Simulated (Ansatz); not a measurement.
Run this with Ansatz 0.2.0 through its Python package and show what comes out.

`pipeline.py`:
```python
# -*- coding: utf-8 -*-
'''Relax B, then bands and states at the relaxed cell.'''

import ansatz as az
import numpy as np


def count_gap(report):
    # lowest empty less highest filled band, counting bands; zero where they overlap
    return max(report.get('gap_by_band_count_ev') or 0.0, 0.0)


def with_settings(crystal, spacing):
    return (
        crystal.calculation()
        .functional(az.Functional.R2SCAN)
        .pseudopotentials('paw')
        .basis(750)
        .accuracy('medium')
        .occupations(az.OccupationsMethod.METHFESSEL_PAXTON, width=0.15)
        .mixing('msr1', beta=0.1)
        .scf(tolerance=1e-08, max_iterations=100, self_checks='high')
        .kpoints(spacing=spacing)
    )

xtal = (
    az.Lattice.of((1.70243, 0.0, 0.0), (-0.85122, 1.47435, 0.0), (0.0, 0.0, 3.63542))
    .atom('B', (0.0, 0.0, 0.0))
)

relaxed = with_settings(xtal, 0.34).relax(cell=True, force_tolerance=0.01, max_steps=40).checkpoint(write='relax.run', compress=False).run()
cell = np.asarray(relaxed.lattice.cell_ang)
print('relaxed edges (A):', np.linalg.norm(cell, axis=1).round(4), ' volume:', round(abs(np.linalg.det(cell)), 3), 'A^3')
for site in relaxed.lattice.sites:
    print(' ', site.symbol, np.round(site.position_frac, 4) + 0.0)

final = az.Crystal.from_checkpoint('relax.run')
result = with_settings(final, 0.26).functional('r2scan').stress().band_table().density_of_states(energy_step=0.05).run()
summary = result.report
dos = result.density_of_states()
print(f'pressure at the relaxed cell {np.trace(summary["stress_gpa"]) / 3:.3f} GPa, gap by band count {count_gap(summary):.3f} eV')
if count_gap(summary) == 0:
    print('states/eV at the Fermi level:', round(float(np.interp(dos.fermi_ev, dos.energies_ev, dos.spin_summed_g_bin_mean_per_ev)), 3))
```

```console
$ python pipeline.py
DeckWarning: relax.cell: scf.convergence.dr2_threshold = 1e-8 eV is looser than the 1e-10 eV advised for a relaxation that steers and ends on the stress (1e-10 eV for each atom of the cell: 1). What an SCF threshold leaves in a stress goes as its square root, [...]
relaxed edges (A): [1.7089 1.7089 3.4607]  volume: 8.753 A^3
  B [0. 0. 0.]
DeckWarning: crystal.checkpoint: the structure is that of relax.run, a `relax` run, at its step 7: its result, under r2scan at a charge of 0 e; 1 atoms read, 0 with a starting moment [...]
DeckWarning: output.stress: scf.convergence.dr2_threshold = 1e-8 eV is looser than the 1e-10 eV advised for a printed stress (1e-10 eV for each atom of the cell: 1). What an SCF threshold leaves in a stress goes as its square root, and in the free energy as [...]
pressure at the relaxed cell 0.739 GPa, gap by band count 0.000 eV
states/eV at the Fermi level: 0.203
```
(Warnings from the package without file and line, shortened.)

The settings weren't tested for convergence. For a metal this k-point mesh is coarse: on a finer one energies can move by several to tens of meV an atom and pressures by half a GPa or more, differences at one mesh by less. An absolute Fermi energy rests on an arbitrary zero of the periodic potential and has no direct meaning. A gap by band count of zero or less means overlapping bands, a metal, and at an odd count of electrons it is no gap at all. The structure is layered, and without a dispersion term the spacing of the layers is poorly determined. This isn't the structure that B takes at ambient conditions. Gaps and levels are Kohn-Sham values on a finite set of k-points. Where the second run takes another functional or mesh than the relaxation, its pressure isn't zero; pressure is positive in compression. The density of states is complete only as far up as bands were computed. Wall time of the script: 19 s on 1 thread of Intel(R) Xeon(R) Platinum 8259CL CPU @ 2.50GHz (Skylake/Cascade Lake), on a shared host, peak memory 0.43 GiB.
